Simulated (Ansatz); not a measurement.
# AsH₄ (quartet): from Hartree-Fock to the top rungs, aug-cc-pVTZ

One table from this session's results is given with a row withheld; the runs are named, their logs left out.

The runs use Ansatz 0.2.0, Gaussian basis; aug-cc-pVTZ, core rule «outside noble gas», up to 14 orbitals frozen.

Plan: UHF; CCSD(T) on ROHF; CCSD(T) on UHF; BCCD(T) on ROHF; CCSDT(Q) on ROHF; CCSDT(Q) on UHF; CASSCF and NEVPT2, 9 electrons in 8 orbitals.

4 further runs of the same task are left out: 4 set aside as unsound or not needed.

## The system

The geometry is a PBE0/def2-TZVPD stationary point (not a proven minimum) of the parent state, kept for this charge and spin. No spin-orbit coupling is included. The filled d shell of As may be among the frozen orbitals whatever the setting's name suggests; the logs give the count.

5 atoms, charge 0, spin multiplicity 4.

Atoms are counted from 1 here; the program's logs count them from 0.

Bond lengths: As1–H2 1.669 Å, As1–H3 1.669 Å, As1–H4 1.669 Å, As1–H5 1.669 Å. Angles: H2–As1–H3 93.8°, H2–As1–H4 93.8°, H2–As1–H5 150.3°, H3–As1–H4 150.3°, H3–As1–H5 93.8°, H4–As1–H5 93.8°.

Set-up of the first run:

File in.yaml:

```yaml
crystal:
  periodic: [false, false, false]
  atoms:
    - {symbol: As, position_ang: [0.000000, 0.000000, 0.000000]}
    - {symbol: H, position_ang: [0.270354, 0.980803, 1.322816]}
    - {symbol: H, position_ang: [-0.957546, -1.069929, 0.850450]}
    - {symbol: H, position_ang: [0.157024, 1.248386, -1.096259]}
    - {symbol: H, position_ang: [0.530168, -1.159260, -1.077008]}
basis:
  gaussian: {orbitals: aug-cc-pVTZ}
magnetization: {spin_polarized: true, initial_magnetization: 3}
hamiltonian: {xc: hf}
output: {orbitals: {seedname: orbitals}}
```

Started as:

```bash
$ ansatz run in.yaml --threads 1 --pin off --events-out ev --progress --plain --max-ram 4096MiB --backend cpu
```

Among the steps run: UHF; CCSD(T) on ROHF; CCSD(T) on UHF; BCCD(T) on ROHF; CCSDT(Q) on ROHF; CCSDT(Q) on UHF; CASSCF and NEVPT2, 9 electrons in 8 orbitals.

One of the session's tables, all rows but one given; the rest of the session is left out.

| method | from UCCSDT(Q) (kJ/mol) |
| --- | --- |
| ROHF | +600.5 |
| UHF | +536.0 |
| RMP2 | +102.7 |
| UMP2 | ? |
| RCCSD | +29.9 |
| UCCSD | +28.4 |
| RCCSD(T) | +5.3 |
| UCCSD(T) | +5.6 |
| BCCD(T) | +5.6 |
| RCCSDT | +1.7 |
| UCCSDT | +1.2 |
| RCCSDT(Q) | +0.4 |
| UCCSDT(Q) | 0 |
| CASSCF valence | +424.2 |
| NEVPT2 valence | +93.2 |

**Question.** Estimate the row for UMP2.

**Answer.** from UCCSDT(Q) (kJ/mol): +122.9. In the column «from UCCSDT(Q) (kJ/mol)» it lies between RMP2 (+102.7) and CASSCF valence (+424.2).

Among the levels timed on like hardware and quicker than the yardstick, those that no quicker one beats, quickest first: NEVPT2 valence (6 s, +93.2 kJ/mol); UCCSD(T) (10 s, +5.6 kJ/mol); RCCSD(T) (13 s, +5.3 kJ/mol).

Limits of these values: Restricted and unrestricted rows rest on different reference determinants; where their highest levels disagree by more than a few hundredths of an eV, they describe different states and don't form one ladder.
